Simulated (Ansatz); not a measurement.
# LaSnRh: the cost of one run

Program: Ansatz 0.2.0. Level of theory: DFT PBEsol, scalar-relativistic, plane waves, PAW. These are calculated values, not measurements.

## (1) The system as given

Symmetry: P-62m, No. 189, hexagonal system. Conventional cell: a = 7.510 Å, b = 7.510 Å, c = 4.247 Å, α = 90.00°, β = 90.00°, γ = 120.00°. La (site symmetry m2m) has 5 Rh at 3.10 to 3.13 Å and 6 Sn at 3.31 to 3.45 Å in its first shell of neighbours. Sn (site symmetry m2m) has 4 Rh at 2.81 to 2.89 Å and 2 Sn at 3.19 Å in its first shell of neighbours. Around Rh (site symmetry -6) lie 3 Sn at 2.89 Å and 6 La at 3.10 Å. Around Rh (site symmetry -62m) lie 6 Sn at 2.81 Å and 3 La at 3.13 Å.

Structure file:

```xyz
9
Lattice="7.5096 0.0000 0.0000 -3.7548 6.5035 0.0000 0.0000 0.0000 4.2470" Properties=species:S:1:pos:R:3 pbc="T T T"
La   -2.1922    3.7969    0.0000
La    1.5627    2.7066    0.0000
La    4.3843    0.0000    0.0000
Sn    2.8339    4.9084    2.1235
Sn   -0.9209    1.5951    2.1235
Sn    1.8419    0.0000    2.1235
Rh    0.0000    4.3357    2.1235
Rh    3.7548    2.1678    2.1235
Rh    0.0000    0.0000    0.0000
```

The structure comes from the Materials Project (structure only).

(A quick probe on a coarse mesh, which set the mesh and smearing, is not shown.)

## (3) Relaxing cell and atoms

The input, input.yaml:

```yaml
crystal:
  lattice:
    - [7.5096262417, 0.0, 0.0]
    - [-3.7548131208, 6.5035270982, 0.0]
    - [0.0, 0.0, 4.24697572]
  atoms:
    - { symbol: La, position: [0.0, 0.58382596, 0.0] }
    - { symbol: La, position: [0.41617404, 0.41617404, 0.0] }
    - { symbol: La, position: [0.58382596, 0.0, 0.0] }
    - { symbol: Sn, position: [0.75473114, 0.75473114, 0.5] }
    - { symbol: Sn, position: [0.0, 0.24526886, 0.5] }
    - { symbol: Sn, position: [0.24526886, 0.0, 0.5] }
    - { symbol: Rh, position: [0.33333333, 0.66666667, 0.5] }
    - { symbol: Rh, position: [0.66666667, 0.33333333, 0.5] }
    - { symbol: Rh, position: [0.0, 0.0, 0.0] }
basis:
  ecutwfc: 420
kpoints:
  mp_grid: { grid: [6, 6, 8] }
hamiltonian:
  xc: pbesol
scf:
  occupations: { method: gaussian, width: 0.1 }
output:
  forces: true
  stress: true
  eigenvalues: true
  write_density: true
  write_potential: true
  elf: true
  volumetric_format: npy
relax:
  adjacent_minimum: "off"
  f_tol: 0.005
  max_steps: 80
  cell: { stress_tol: 0.05 }
```

On the command line:

```console
$ ansatz run input.yaml --threads 4 --pin off --max-ram 10240MiB --backend cpu --events-out ev --progress --plain --runs-dir out
```

What time and memory should one allow on 4 threads of Arm Neoverse V2, shared host?

About 2.3 min, with a peak of 0.93 GiB.
